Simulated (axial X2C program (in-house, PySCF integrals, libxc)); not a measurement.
# Linear HInH⁻ at several levels

An exercise on one series of results from a longer session: the logs are not shown, and one member is left open.

The runs use an in-house X2C program for linear molecules on PySCF integrals; all-electron X2C, two-component (2c) or spin-free, H dyall-v3z, In dyall-v3z.

All values are calculated.

2 further runs of the same task are left out: 2 set aside as unsound or not needed.

The first run:

The input, task.json:

```json
{"zs": [1, 49, 1], "q": -1, "bas": ["dyall-v3z", "dyall-v3z", "dyall-v3z"], "r0": [1.74, 1.74], "symm": 1, "scan": ["PBE0", "HF", "BHandHLYP"], "levels": ["PBE0", "HF", "r2SCAN"], "nst": 2}
```

Keys: zs atomic numbers; q charge; bas basis sets; r0 starting distance in Å; symm equal bonds; scan levels of the two-bond scan (MP2 follows by itself at each HF point); levels methods; nst determinants followed.

Started as:

```sh
$ python solin.py task.json out
```

Masses H 1.008, In 114.904, H 1.008 u.

Among the steps run: Scan at PBE0, 2c; Scan at HF, 2c; Scan at BHandHLYP, 2c.

One of the session's tables, all rows but one given; the rest of the session is left out.

| level | r(H–In) (Å) | r(In–H) (Å) | lower stretch (cm⁻¹) | upper stretch (cm⁻¹) |
| --- | --- | --- | --- | --- |
| PBE0, 2c | 1.674 | 1.674 | 1907.7 | 1941.4 |
| HF, 2c | 1.693 | 1.693 | 1896.8 | 1928.5 |
| BHandHLYP, 2c | 1.669 | 1.669 | 1946.9 | 1976.8 |
| MP2, 2c | 1.658 | 1.658 | 1957.9 | 1985.0 |
| PBE0, spin-free | 1.674 | 1.674 | 1908.6 | 1943.3 |
| HF, spin-free | ? | ? | ? | ? |
| BHandHLYP, spin-free | 1.669 | 1.669 | 1947.7 | 1979.1 |
| MP2, spin-free | 1.658 | 1.658 | 1958.6 | 1986.8 |

Estimate the missing values for HF, spin-free.

The run gave: r(H–In) (Å): 1.693; r(In–H) (Å): 1.693; lower stretch (cm⁻¹): 1897.6; upper stretch (cm⁻¹): 1930.2.

Scans not shown above were run alike.

Limits of these values: For an anion the highest level of a functional can be positive, and the basis then holds the extra electron. The molecule was held linear; bending was not examined, so a bent shape may lie lower.
